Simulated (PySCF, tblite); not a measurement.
# C₁₅H₂₄O: NMR shifts, part 2 of 2

tblite 0.8.0 and PySCF 2.14.0. Atoms count from 0. The steps go on from the part before.

## 5. NMR shifts: GIAO KT3/pcSseg-2

What the job is given:

```
{"job": {"kind": "nmr", "xc": "KT3", "basis": "pcSseg-2", "pop": false}, "charge": 0, "multiplicity": 1}
C      0.607837     2.736105     3.741984
C      0.359510     1.898908     2.519643
C     -0.936805     1.589257     2.107760
C     -1.209558     0.790428     0.996144
C     -2.652124     0.474716     0.577538
C     -2.892861    -1.043517     0.620486
C     -3.669508     1.124000     1.520099
C     -2.920548     1.019642    -0.834745
C     -0.104923     0.290001     0.272054
O     -0.379165    -0.476263    -0.817877
C      1.225316     0.575453     0.650372
C      2.424296     0.026580    -0.142015
C      3.757812     0.471319     0.466276
C      2.409408     0.560709    -1.587806
C      2.430897    -1.515154    -0.112500
C      1.417530     1.381710     1.776551
H      0.663386     2.113777     4.651435
H     -0.198184     3.467993     3.899350
H      1.556339     3.288430     3.668008
H     -1.767180     1.995540     2.685627
H     -3.931084    -1.268367     0.327535
H     -2.219585    -1.580649    -0.058043
H     -2.738074    -1.429109     1.640232
H     -3.563835     0.763542     2.554700
H     -4.686373     0.870703     1.183879
H     -3.588191     2.221689     1.525418
H     -2.774641     2.110838    -0.860108
H     -3.961762     0.810065    -1.128290
H     -2.254391     0.565083    -1.577916
H      0.443721    -0.770296    -1.216252
H      3.862020     1.566164     0.468796
H      4.586475     0.059881    -0.129769
H      3.877612     0.109237     1.497901
H      1.497138     0.324286    -2.155931
H      3.263183     0.155816    -2.153670
H      2.491884     1.657751    -1.582351
H      2.511904    -1.869508     0.925879
H      1.528553    -1.988462    -0.528544
H      3.293619    -1.904191    -0.675667
H      2.431823     1.624661     2.093370
```

Method: GIAO KT3/pcSseg-2 NMR shielding, non-relativistic, gas phase.

The log of the run:

```text
nearly dependent basis: matrix products in double precision
start: PBE on a coarse grid of 30256 points
cycle   1  E = -660.3189026023  dE =  1.446e+00  |g| = 1.131e+00  |ddm| = 4.670e+00
cycle   2  E = -659.8221446245  dE =  4.968e-01  |g| = 1.828e+00  |ddm| = 5.017e+00
cycle   3  E = -660.6172876697  dE = -7.951e-01  |g| = 2.626e-01  |ddm| = 3.946e+00
cycle   4  E = -660.6285984821  dE = -1.131e-02  |g| = 1.142e-01  |ddm| = 3.745e-01
cycle   5  E = -660.6310216984  dE = -2.423e-03  |g| = 5.272e-02  |ddm| = 1.791e-01
cycle   6  E = -660.6317099495  dE = -6.883e-04  |g| = 1.611e-02  |ddm| = 6.824e-02
cycle   7  E = -660.6317705925  dE = -6.064e-05  |g| = 5.933e-03  |ddm| = 2.583e-02
final grid: 271309 points
cycle   8  E = -672.1762281626  dE = -6.122e-02  |g| = 1.233e-01  |ddm| = 7.333e+00
cycle   9  E = -672.1665982703  dE =  9.630e-03  |g| = 2.536e-01  |ddm| = 4.339e-01
cycle  10  E = -672.1787322029  dE = -1.213e-02  |g| = 2.494e-02  |ddm| = 2.893e-01
cycle  11  E = -672.1787831523  dE = -5.095e-05  |g| = 2.107e-02  |ddm| = 5.524e-02
cycle  12  E = -672.1789021715  dE = -1.190e-04  |g| = 5.097e-03  |ddm| = 2.417e-02
cycle  13  E = -672.1789087961  dE = -6.625e-06  |g| = 1.129e-03  |ddm| = 7.228e-03
cycle  14  E = -672.1789091034  dE = -3.073e-07  |g| = 3.415e-04  |ddm| = 2.172e-03
cycle  15  E = -672.1789091272  dE = -2.387e-08  |g| = 1.401e-04  |ddm| = 5.072e-04
cycle  16  E = -672.1789091315  dE = -4.303e-09  |g| = 6.454e-05  |ddm| = 2.321e-04
converged SCF energy = -672.1789091315

GIAO shielding tensors (ppm)
atom      isotropic    diamagn.    paramagn.     s11        s22        s33       span
  0 C      157.906     236.589     -78.683    134.714    153.261    185.744     51.030
  1 C       55.668     268.727    -213.059    -37.620     38.641    165.982    203.602
  2 C       57.018     266.219    -209.201    -33.776     54.028    150.802    184.578
  3 C       48.370     271.425    -223.054    -12.965      6.140    151.936    164.901
  4 C      141.632     249.995    -108.363    136.289    138.604    150.005     13.716
  5 C      152.912     247.759     -94.847    133.982    142.262    182.491     48.509
  6 C      148.202     235.770     -87.568    134.780    136.129    173.698     38.918
  7 C      152.934     247.033     -94.099    133.971    142.441    182.391     48.420
  8 C       29.325     259.614    -230.289    -38.227     26.440     99.761    137.988
  9 O      185.366     392.474    -207.107    134.137    164.439    257.523    123.386
 10 C       53.697     278.159    -224.462     -8.829     18.894    151.026    159.855
 11 C      143.760     255.857    -112.097    138.575    140.719    151.986     13.411
 12 C      147.563     235.999     -88.435    133.060    136.112    173.518     40.457
 13 C      151.973     247.937     -95.964    134.507    141.000    180.412     45.905
 14 C      151.683     249.026     -97.343    133.989    140.814    180.246     46.257
 15 C       58.973     266.171    -207.198    -31.071     57.901    150.089    181.161
 16 H       28.801      26.937       1.863     25.467     26.066     34.870      9.403
 17 H       29.170      25.161       4.009     24.018     29.175     34.316     10.298
 18 H       29.224      25.771       3.454     24.059     29.305     34.309     10.250
 19 H       24.347      36.565     -12.218     18.980     21.617     32.445     13.465
 20 H       30.496      29.993       0.504     26.635     28.213     36.642     10.007
 21 H       28.637      37.631      -8.994     22.074     30.385     33.453     11.379
 22 H       30.586      34.276      -3.690     27.816     28.017     35.925      8.109
 23 H       29.895      29.135       0.760     25.714     28.547     35.424      9.710
 24 H       30.376      23.687       6.689     26.663     28.758     35.708      9.045
 25 H       29.875      28.772       1.102     25.663     28.552     35.409      9.746
 26 H       30.588      33.562      -2.974     27.770     28.089     35.904      8.134
 27 H       30.503      29.599       0.903     26.624     28.212     36.672     10.048
 28 H       28.652      37.180      -8.528     22.116     30.412     33.430     11.314
 29 H       26.121      42.589     -16.467     16.150     25.335     36.878     20.728
 30 H       29.789      29.827      -0.038     25.527     28.497     35.344      9.818
 31 H       30.331      25.091       5.240     26.636     28.686     35.671      9.035
 32 H       29.801      30.145      -0.344     25.586     28.459     35.358      9.773
 33 H       29.445      37.885      -8.440     23.150     31.288     33.898     10.747
 34 H       30.253      30.712      -0.459     26.268     28.001     36.490     10.222
 35 H       30.258      33.899      -3.641     27.321     27.807     35.646      8.325
 36 H       30.243      34.802      -4.559     27.376     27.748     35.604      8.227
 37 H       29.475      38.456      -8.980     23.230     31.273     33.923     10.692
 38 H       30.239      31.133      -0.895     26.206     28.044     36.466     10.261
 39 H       24.474      37.841     -13.367     19.028     21.895     32.499     13.471
```

Wall time 3.4 min (2 threads of Arm Neoverse N1, shared host); peak memory 1.8 GiB.

## 6. NMR shifts: GIAO PBE0/pcSseg-1 in chloroform

Settings changed since step 5:

```diff
@@ -1,2 +1,2 @@
-{"job": {"kind": "nmr", "xc": "KT3", "basis": "pcSseg-2", "pop": false}, "charge": 0, "multiplicity": 1}
+{"job": {"kind": "nmr", "xc": "PBE0", "basis": "pcSseg-1", "pop": false, "solvent": "chloroform"}, "charge": 0, "multiplicity": 1}
 C      0.607837     2.736105     3.741984
```

Level: GIAO PBE0/pcSseg-1 NMR shielding, non-relativistic, IEF-PCM chloroform.

The log of the run:

```text
start: PBE on a coarse grid of 30256 points
cycle   1  E = -659.9027210218  dE =  1.474e+00  |g| = 1.064e+00  |ddm| = 6.054e+00
cycle   2  E = -659.5299108975  dE =  3.728e-01  |g| = 1.654e+00  |ddm| = 2.930e+00
cycle   3  E = -660.1696928603  dE = -6.398e-01  |g| = 2.417e-01  |ddm| = 2.031e+00
cycle   4  E = -660.1809934154  dE = -1.130e-02  |g| = 6.841e-02  |ddm| = 3.230e-01
cycle   5  E = -660.1818525043  dE = -8.591e-04  |g| = 2.989e-02  |ddm| = 1.225e-01
cycle   6  E = -660.1820655101  dE = -2.130e-04  |g| = 9.985e-03  |ddm| = 4.608e-02
final grid: 271309 points
cycle   7  E = -660.4171047604  dE = -9.209e-03  |g| = 5.397e-02  |ddm| = 5.500e-01
cycle   8  E = -660.4166061525  dE =  4.986e-04  |g| = 7.174e-02  |ddm| = 1.459e-01
cycle   9  E = -660.4177758430  dE = -1.170e-03  |g| = 1.180e-02  |ddm| = 9.750e-02
cycle  10  E = -660.4178057101  dE = -2.987e-05  |g| = 2.910e-03  |ddm| = 1.525e-02
cycle  11  E = -660.4178076589  dE = -1.949e-06  |g| = 1.154e-03  |ddm| = 4.852e-03
cycle  12  E = -660.4178067263  dE =  9.326e-07  |g| = 3.004e-04  |ddm| = 1.541e-03
cycle  13  E = -660.4178077999  dE = -1.074e-06  |g| = 6.848e-05  |ddm| = 3.907e-04
converged SCF energy = -660.4178077999

GIAO shielding tensors (ppm)
atom      isotropic    diamagn.    paramagn.     s11        s22        s33       span
  0 C      162.221     241.699     -79.478    140.338    156.994    189.332     48.994
  1 C       52.449     266.083    -213.635    -49.751     33.708    173.389    223.140
  2 C       52.779     251.732    -198.952    -43.665     46.006    155.997    199.661
  3 C       44.155     265.501    -221.346    -24.832     -1.290    158.586    183.418
  4 C      148.636     239.778     -91.141    143.423    144.726    157.760     14.337
  5 C      156.363     248.645     -92.282    137.173    146.045    185.872     48.699
  6 C      151.380     248.523     -97.143    138.315    138.908    176.916     38.601
  7 C      156.355     248.411     -92.056    137.080    146.220    185.766     48.686
  8 C       27.299     250.679    -223.380    -51.401     25.418    107.881    159.282
  9 O      199.676     396.661    -196.985    152.150    173.236    273.642    121.492
 10 C       48.276     267.805    -219.529    -20.223      7.861    157.189    177.413
 11 C      150.697     243.729     -93.032    145.327    146.957    159.805     14.478
 12 C      150.675     248.164     -97.490    136.219    139.066    176.738     40.519
 13 C      155.703     250.404     -94.701    137.598    145.441    184.071     46.474
 14 C      155.446     250.838     -95.393    137.094    145.307    183.936     46.842
 15 C       53.938     252.337    -198.399    -41.984     48.287    155.510    197.494
 16 H       28.614      26.079       2.535     25.253     25.382     35.206      9.953
 17 H       28.986      26.836       2.150     23.480     28.735     34.743     11.263
 18 H       29.013      27.044       1.968     23.489     28.832     34.717     11.228
 19 H       24.041      38.683     -14.641     18.122     21.877     32.125     14.003
 20 H       30.354      32.192      -1.838     26.189     27.934     36.939     10.750
 21 H       28.533      32.017      -3.484     21.587     30.432     33.579     11.992
 22 H       30.473      32.552      -2.079     27.510     27.794     36.114      8.604
 23 H       29.749      31.887      -2.139     25.439     28.063     35.744     10.305
 24 H       30.172      29.888       0.284     25.989     28.487     36.040     10.052
 25 H       29.728      31.863      -2.134     25.396     28.067     35.722     10.326
 26 H       30.476      32.366      -1.890     27.478     27.867     36.082      8.604
 27 H       30.360      32.012      -1.652     26.179     27.935     36.965     10.786
 28 H       28.547      31.874      -3.327     21.631     30.457     33.552     11.921
 29 H       25.776      36.292     -10.516     14.979     24.912     37.438     22.459
 30 H       29.664      32.216      -2.551     25.282     27.985     35.726     10.443
 31 H       30.078      30.457      -0.379     25.862     28.414     35.957     10.094
 32 H       29.674      32.213      -2.539     25.332     27.948     35.743     10.412
 33 H       29.430      32.775      -3.345     22.851     31.248     34.190     11.339
 34 H       30.077      32.509      -2.432     25.777     27.656     36.799     11.022
 35 H       30.180      32.840      -2.660     27.029     27.579     35.933      8.904
 36 H       30.170      33.082      -2.912     27.082     27.527     35.901      8.819
 37 H       29.452      33.050      -3.597     22.922     31.219     34.215     11.293
 38 H       30.065      32.742      -2.677     25.717     27.692     36.786     11.069
 39 H       24.091      38.843     -14.752     18.091     22.026     32.156     14.065
```

It took 64 s on 2 threads of Arm Neoverse N1, shared host; peak memory 1.4 GiB.

## 7. Summary of results

What follows sums up all 2 parts.

| quantity | value |
| --- | --- |
| point group | C1 |
| rotational constants (main isotopes) | 0.73, 0.41, 0.30 GHz |
| ¹³C shifts against TMS (PBE0/pcSseg-2, means over atoms taken as alike) | 162.1, 142.5, 137.0, 135.2, 37.0, 31.4, 23.3 ppm |
| ¹H shifts against TMS (PBE0/pcSseg-2, means over atoms taken as alike) | 7.22, 5.36, 2.31, 1.39 ppm |
| ¹⁷O shifts against H2O (PBE0/pcSseg-2) | 133.5 ppm |
| measured, and computed on the same scale | H19 δ 6.98, 7.22; H16 δ 2.27, 2.31; H20 δ 1.43, 1.39; C8 δ 151.6, 162.1; C3 δ 135.9, 142.5; C2 δ 125.5, 135.2; C1 δ 128.3, 137.0; C0 δ 21.2, 23.3; C5 δ 30.3, 31.4; C4 δ 34.2, 37.0 ppm |

Relaxing lowered the energy by 0.148 eV in 14 steps; the close pair that moved most is C5–H20, from 1.088 to 1.102 Å (PBE0/def2-SVP). At PBE0/pcSseg-2: Shielding is most anisotropic at C1 (span 229 ppm, paramagnetic term -216 ppm). 3 measured ¹H shifts can be compared: mean absolute error 0.11 ppm, mean signed error +0.08 ppm. Against the measured ¹³C shifts the unscaled results are off by 5.9 ppm on average (signed mean +5.9, 7 signals). Vibration, temperature and solvent are missing from the calculation, and it holds one conformer, so part of the miss against the measured shifts is not the functional's. NICS(1)zz of -24 ppm above the planar ring from C1 marks a diatropic (aromatic) ring current.
